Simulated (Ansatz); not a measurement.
**CH5BOSi: a ladder of functionals and wavefunction methods**

How much do the methods differ for CH5BOSi? The plan is to run it at one geometry with functionals of several rungs and with coupled cluster. The yardstick is the atomisation energy at the CCSD(T) limit.

Program: Ansatz 0.2.0, Gaussian basis. Level of theory: functionals in def2-TZVPP, the program's frozen cores in correlated methods. These are calculated values, not measurements.

The runs, in order: LDA (SPW92), PBE-D4, revPBE-D4, BLYP-D4, r2SCAN-D4, B97M-V, PBE0-D4, B3LYP-D4, r2SCANh-D4, r2SCAN0-D4, HSE06-D4, BHLYP-D4, CAM-B3LYP-D4, LC-ωPBE, ωB97X-V, ωB97M-V, B2PLYP, PBE-QIDH; CCSD(T)/def2-SVP; CCSD(T)/def2-TZVPP; MP2/def2-QZVPP; extrapolation to the limit; RPA on PBE.

**1. Structure used throughout**

The geometry comes from an earlier relaxation with PBE0-D4 in a triple-zeta def2 set; it is a stationary point, not always the lowest conformer.

9 atoms, charge 0, spin multiplicity 1.

Atoms are counted from 1 here; the program's logs count them from 0.

Bond lengths: O1–C2 1.335 Å, O1–H5 0.963 Å, C2–B3 1.482 Å, C2–H6 1.093 Å, B3–Si4 1.871 Å, B3–H7 1.191 Å, Si4–H8 1.489 Å, Si4–H9 1.489 Å. Angles: C2–O1–H5 111.1°, O1–C2–B3 123.7°, O1–C2–H6 113.6°, B3–C2–H6 122.8°, C2–B3–Si4 104.9°, C2–B3–H7 125.7°, Si4–B3–H7 129.4°, B3–Si4–H8 130.9°, B3–Si4–H9 120.7°, H8–Si4–H9 108.3°.

**2. LDA**

This LDA is Slater exchange with PW92 correlation.

The input, in.yaml:

```yaml
crystal:
  periodic: [false, false, false]
  atoms:
    - {symbol: O, position_ang: [0.091994, 1.563061, -1.610778]}
    - {symbol: C, position_ang: [-0.108514, 0.726138, -0.590537]}
    - {symbol: B, position_ang: [0.751232, -0.447361, -0.310052]}
    - {symbol: Si, position_ang: [0.001104, -1.242141, 1.208284]}
    - {symbol: H, position_ang: [-0.573027, 2.259205, -1.622849]}
    - {symbol: H, position_ang: [-0.972953, 0.986518, 0.025290]}
    - {symbol: H, position_ang: [1.703569, -0.778113, -0.944680]}
    - {symbol: H, position_ang: [0.402520, -2.454431, 1.973480]}
    - {symbol: H, position_ang: [-1.207324, -0.659075, 1.854542]}
basis:
  gaussian: {orbitals: def2-TZVPP}
hamiltonian: {xc: lda}
output: {orbitals: {seedname: orbitals}}
```

The run is started by

```bash
$ ansatz run in.yaml --threads 2 --pin off --events-out ev --progress --plain --max-ram 4352MiB
```

Further steps of the session: PBE-D4 (GGA); revPBE-D4 (GGA); BLYP-D4 (GGA); r2SCAN-D4 (meta-GGA); B97M-V (meta-GGA); B3LYP-D4 (hybrid); r2SCANh-D4 (hybrid); r2SCAN0-D4 (hybrid); HSE06-D4 (hybrid); BHLYP-D4 (hybrid); CAM-B3LYP-D4 (range-separated); LC-ωPBE (range-separated); ωB97X-V (range-separated); ωB97M-V (range-separated); B2PLYP (double hybrid); PBE-QIDH (double hybrid); CCSD(T) in def2-SVP; CCSD(T) in def2-TZVPP; MP2 in def2-QZVPP; RPA on PBE orbitals.

Before running them: what should the planned runs give, taken together? Wanted: atomisation energy, CCSD(T)/CBS; farthest beyond LDA; mean size of error, GGA; mean size of error, meta-GGA; mean size of error, hybrid; mean size of error, range-separated; mean size of error, double hybrid; gap, smallest and largest; T1 diagnostic.

The runs gave:

| quantity | value |
| --- | --- |
| atomisation energy, CCSD(T)/CBS | 739.1 kcal/mol |
| functionals within 3.7 kcal/mol (0.5 %) | ωB97X-V, ωB97M-V |
| farthest beyond LDA | PBE-D4 (+24.0 kcal/mol) |
| mean size of error, GGA | 12.6 kcal/mol |
| mean size of error, meta-GGA | 10.4 kcal/mol |
| mean size of error, hybrid | 8.0 kcal/mol |
| mean size of error, range-separated | 3.7 kcal/mol |
| mean size of error, double hybrid | 4.0 kcal/mol |
| gap, smallest and largest | 2.20 eV (BLYP-D4), 7.85 eV (LC-ωPBE) |
| T1 diagnostic | 0.0174 |
| triples share of the correlation energy | 4.6 % |

The LDA atomisation energy is off by 120.8 kcal/mol (16 %): it overbinds. PBE-D4 is off by +24.0 kcal/mol. Double hybrids carry the basis error of their MP2 part in triple zeta, and no dispersion term here, so their miss is partly the set-up's. By mean error the best rung here is range-separated (3.7 kcal/mol) and the worst beyond LDA is GGA (12.6 kcal/mol). The gap between the best rungs is small, so their order is not settled. The reference freezes the cores and leaves out relativity and excitations past (T), so misses under about 3.7 kcal/mol can't be ranked. Hartree-Fock recovers 71 % of the binding; the rest is correlation. CCSD(T) in def2-SVP is off by -40.4 kcal/mol, more than most functionals: a good method in a small basis is no reference. Orbital gaps span 2.2 to 7.9 eV; exact exchange widens them. The restricted reference is unstable towards a spin-broken one.
